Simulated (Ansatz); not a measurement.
**C₇H₃F₅: up Jacob's ladder to CCSD(T)**

The task here is to estimate one member of a computed series from the others.

Computed with Ansatz 0.2.0, Gaussian basis. Level: functionals in def2-TZVPP, the program's frozen cores in correlated methods.

Plan: LDA (SPW92), PBE-D4, revPBE-D4, BLYP-D4, r2SCAN-D4, B97M-V, PBE0-D4, B3LYP-D4, r2SCANh-D4, r2SCAN0-D4, HSE06-D4, BHLYP-D4, CAM-B3LYP-D4, LC-ωPBE, ωB97X-V, ωB97M-V, B2PLYP, PBE-QIDH; CCSD(T)/def2-SVP; CCSD(T)/def2-TZVPP; MP2/def2-QZVPP; extrapolation to the limit; RPA on PBE.

**The relaxed structure**

The geometry comes from an earlier relaxation with PBE0-D4 in a triple-zeta def2 set; it is a stationary point, not always the lowest conformer.

SMILES `Cc1c(F)c(F)c(F)c(F)c1F`, 15 atoms, charge 0, spin multiplicity 1.

Atoms are counted from 1 here; the program's logs count them from 0.

Bond lengths: C1–C2 1.495 Å, C1–H13 1.093 Å, C1–H14 1.089 Å, C1–H15 1.089 Å, C2–C3 1.387 Å, C2–C11 1.387 Å, C3–F4 1.331 Å, C3–C5 1.384 Å, C5–F6 1.325 Å, C5–C7 1.385 Å, C7–F8 1.323 Å, C7–C9 1.385 Å, C9–F10 1.325 Å, C9–C11 1.384 Å, C11–F12 1.331 Å. Angles: C2–C1–H13 110.9°, C2–C1–H14 110.7°, C2–C1–H15 110.7°, H13–C1–H14 107.7°, H13–C1–H15 107.7°, H14–C1–H15 109.0°, C1–C2–C3 121.7°, C1–C2–C11 121.7°, C3–C2–C11 116.6°, C2–C3–F4 119.6°, C2–C3–C5 122.4°, F4–C3–C5 118.0°, C3–C5–F6 120.6°, C3–C5–C7 119.4°, F6–C5–C7 119.9°, C5–C7–F8 120.2°, C5–C7–C9 119.7°, F8–C7–C9 120.2° and more.

Geometry (Å):

```
C    -1.1628   -1.7842   -0.7013
C    -0.3855   -0.5944   -0.2382
C    -0.8616    0.6973   -0.4045
F    -2.0375    0.8931   -0.9974
C    -0.1565    1.8092    0.0227
F    -0.6439    3.0279   -0.1569
C     1.0695    1.6402    0.6436
F     1.7550    2.6926    1.0586
C     1.5746    0.3642    0.8282
F     2.7474    0.1970    1.4211
C     0.8441   -0.7265    0.3892
F     1.3564   -1.9402    0.5818
H    -1.8268   -2.1474    0.0878
H    -0.4931   -2.5993   -0.9723
H    -1.7792   -1.5295   -1.5624
```

The first run:

Contents of in.yaml:

```yaml
crystal:
  periodic: [false, false, false]
  atoms:
    - {symbol: C, position_ang: [-1.162808, -1.784192, -0.701314]}
    - {symbol: C, position_ang: [-0.385487, -0.594375, -0.238179]}
    - {symbol: C, position_ang: [-0.861611, 0.697319, -0.404529]}
    - {symbol: F, position_ang: [-2.037549, 0.893064, -0.997448]}
    - {symbol: C, position_ang: [-0.156459, 1.809240, 0.022728]}
    - {symbol: F, position_ang: [-0.643916, 3.027875, -0.156857]}
    - {symbol: C, position_ang: [1.069529, 1.640162, 0.643607]}
    - {symbol: F, position_ang: [1.754989, 2.692648, 1.058642]}
    - {symbol: C, position_ang: [1.574598, 0.364223, 0.828206]}
    - {symbol: F, position_ang: [2.747367, 0.196974, 1.421141]}
    - {symbol: C, position_ang: [0.844101, -0.726495, 0.389155]}
    - {symbol: F, position_ang: [1.356382, -1.940234, 0.581758]}
    - {symbol: H, position_ang: [-1.826846, -2.147367, 0.087838]}
    - {symbol: H, position_ang: [-0.493103, -2.599345, -0.972319]}
    - {symbol: H, position_ang: [-1.779195, -1.529474, -1.562429]}
basis:
  gaussian: {orbitals: def2-TZVPP}
hamiltonian: {xc: lda}
output: {orbitals: {seedname: orbitals}}
```

On the command line:

```
ansatz run in.yaml --threads 4 --pin off --events-out ev --progress --plain --max-ram 66560MiB --backend cuda --devices 0, --max-vram 37GiB
```

Among the steps run: LDA; PBE-D4 (GGA); revPBE-D4 (GGA); BLYP-D4 (GGA); r2SCAN-D4 (meta-GGA); B97M-V (meta-GGA); PBE0-D4 (hybrid); B3LYP-D4 (hybrid); r2SCANh-D4 (hybrid); r2SCAN0-D4 (hybrid); HSE06-D4 (hybrid); BHLYP-D4 (hybrid); CAM-B3LYP-D4 (range-separated); LC-ωPBE (range-separated); ωB97X-V (range-separated); ωB97M-V (range-separated); B2PLYP (double hybrid); PBE-QIDH (double hybrid).

One table of the session follows, with a row left open; its other results are not shown here.

It belongs to the step «Orbital energies across the functionals». 

```
  functional  HOMO (eV)  gap (eV)
 LDA (SPW92)      -6.48      4.67
      PBE-D4      -6.22      4.70
   revPBE-D4      -6.13      4.72
     BLYP-D4      -6.11      4.69
   r2SCAN-D4          ?         ?
      B97M-V      -6.51      5.22
     PBE0-D4      -7.48      6.75
    B3LYP-D4      -7.29      6.33
  r2SCANh-D4      -6.94      5.85
  r2SCAN0-D4      -7.64      7.00
    HSE06-D4      -7.08      5.98
    BHLYP-D4      -8.59      8.79
CAM-B3LYP-D4      -8.79      9.09
     LC-ωPBE     -10.01     11.35
     ωB97X-V      -9.66     11.03
     ωB97M-V      -9.58     10.90
```

Q: Estimate the row for r2SCAN-D4 from the others.

Worked estimate for «HOMO (eV)». Against the share of exact exchange, r2SCANh-D4 (0.1, -6.94), r2SCAN0-D4 (0.25, -7.64) give a slope of -4.67 per unit share; at 0 the line stands at -6.47.

**Answer.** HOMO (eV): -6.47; gap (eV): 5.09. In «HOMO (eV)» the line misses by 0.00.
